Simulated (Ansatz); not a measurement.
Wanted: the native input for an Ansatz 0.2.0 run.

* Task: band structure
* Functional: PBEsol
* Potentials or basis: Ansatz PAW
* Cutoff: 420 eV (not typed: the program's choice for these potentials)
* k mesh: 10 × 10 × 10
* Occupations: fermi-dirac, width 0.05 eV
* Spin: no spin polarisation
* Path: [["G", "X", "W", "K", "G", "L", "U", "W", "L", "K"], ["U", "X"]]
* Points for each segment of the path: 14

Crystal: HfB.

```
CELL_PARAMETERS angstrom
0.00000 2.31000 2.31000
2.31000 0.00000 2.31000
2.31000 2.31000 0.00000
ATOMIC_POSITIONS crystal
Hf 0.50000 0.50000 0.50000
B 0.00000 0.00000 0.00000
```

These files were run (other wordings do the same):

input.yaml

```yaml
crystal:
  lattice:
    - [0.0, 2.31, 2.31]
    - [2.31, 0.0, 2.31]
    - [2.31, 2.31, 0.0]
  atoms:
    - { symbol: Hf, position: [0.5, 0.5, 0.5] }
    - { symbol: B, position: [0.0, 0.0, 0.0] }
hamiltonian:
  xc: pbesol
  pseudopotentials: { kind: paw }
kpoints:
  mp_grid: { grid: [10, 10, 10] }
  band_path:
    path:
      - [[0.0, 0.0, 0.0], [0.5, 0.0, 0.5], [0.5, 0.25, 0.75], [0.375, 0.375, 0.75], [0.0, 0.0, 0.0], [0.5, 0.5, 0.5], [0.625, 0.25, 0.625], [0.5, 0.25, 0.75], [0.5, 0.5, 0.5], [0.375, 0.375, 0.75]]
      - [[0.625, 0.25, 0.625], [0.5, 0.0, 0.5]]
    npoints: 14
scf:
  occupations: { method: fermi_dirac, width: 0.05 }
  n_extra_bands: 6
output:
  forces: true
  stress: true
  eigenvalues: true
  fatbands: true
```

Potentials or basis: Ansatz PAW.

Command:

```bash
$ ansatz run input.yaml --threads 2 --pin off --max-ram 5632MiB --backend cpu --events-out ev --progress --plain --runs-dir out
```

Results of the run:

```
Pressure               : 23.2 GPa
Band gap on the k mesh : none (metal or under the smearing width)
```

Caveat: spin-orbit coupling is left out, which moves the levels of the heavy elements; the PAW data sets come from PBE, with cores solved anew for the run's functional, which leaves a small shift of forces and pressure.

It took 2.3 s on 2 threads of Arm Neoverse V2 (shared host), peak memory 0.3 GiB.
